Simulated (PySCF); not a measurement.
# MnCl3: quintet, from a T-shaped start

Aim: relax MnCl3 as a quintet from a T-shaped start, check by its vibrations whether the end is a minimum, and collect its spectrum and constants.

Method: PBE, basis Mn def2-SVP, Cl def2-SVP, no relativity, density fitting; program: PySCF 2.14.0.

**1. Starting geometry**

4 atoms, charge 0, spin multiplicity 5.

Bond lengths: Mn1–Cl2 2.180 Å, Mn1–Cl3 2.180 Å, Mn1–Cl4 2.180 Å. Angles: Cl2–Mn1–Cl3 88.0°, Cl2–Mn1–Cl4 88.0°, Cl3–Mn1–Cl4 176.0°.

```xyz
4
charge 0 multiplicity 5
Mn    0.0000    0.0000    0.0000
Cl    0.0000    0.0000    2.1800
Cl    2.1787    0.0000    0.0761
Cl   -2.1787    0.0000    0.0761
```

**2. Finding the electronic state**

The steps below are one call of a driver around PySCF. For each, scf.py gives the equivalent set-up of the SCF; relaxations use the driver's own optimiser. After this first run the driver tries any further starts and a stability analysis.

Input file scf.py:

```python
from pyscf import gto, scf, dft
mol = gto.M(atom='''
Mn     0.000000     0.000000     0.000000
Cl     0.000000     0.000000     2.180000
Cl     2.178700     0.000000     0.076100
Cl    -2.178700     0.000000     0.076100''',
    basis={'Mn': 'def2-SVP', 'Cl': 'def2-SVP'},
    charge=0, spin=4)
mf = dft.UKS(mol, xc='PBE')
mf.grids.atom_grid = (50, 194)
aux = {'Mn': 'def2-universal-JKFIT', 'Cl': 'def2-universal-JKFIT'}
mf = mf.density_fit(auxbasis=aux)
mf.conv_tol = 1e-08
mf.diis_space = 10
mf.max_cycle = 60
mf.init_guess = 'minao'
mf.verbose = 4
mf.kernel()
```

Run with:

```
$ OMP_NUM_THREADS=2 python axn.py task.json out
```

The runs that follow: T-shaped start, quintet: relaxation; Hessian and properties.

**Question.** What will these runs give? Wanted: minimum; geometry; wavenumbers; dipole moment; highest occupied, lowest empty level; polar-tensor charge of Mn1; zero-point energy; atomisation energy; ⟨S²⟩.

**Answer**, as computed:

| quantity | value |
| --- | --- |
| minimum | quintet, C2v |
| geometry | Mn–Cl 2.133 Å, Mn–Cl 2.153 Å (×2); Cl–Mn–Cl 109.8° (×2), Cl–Mn–Cl 140.4° |
| wavenumbers (cm⁻¹) | 53 (b2), 100 (b1), 102 (a1), 337 (a1), 443 (a1), 473 (b2) |
| dipole moment | 0.56 D |
| highest occupied, lowest empty level (either spin) | -6.65, -5.96 eV |
| polar-tensor charge of Mn1 | +1.23 e |
| zero-point energy | 9.0 kJ/mol |
| entropy at 298.15 K | 359.4 J/(mol K) |
| atomisation energy (no zero-point energy) | 1081 kJ/mol |
| ⟨S²⟩ | 6.079 |

In words: The molecule stays C2v, as typed, and the end point is a minimum. In the infrared the band at 473 cm⁻¹ (b2, stretch) leads. Most of the spin sits on Mn1 (Mulliken spin 3.92, against 4 for the whole molecule). Other starts or spin states, not run here, may lie lower. Open d and f shells are described by one determinant, and the ground state may have another occupation or spin.
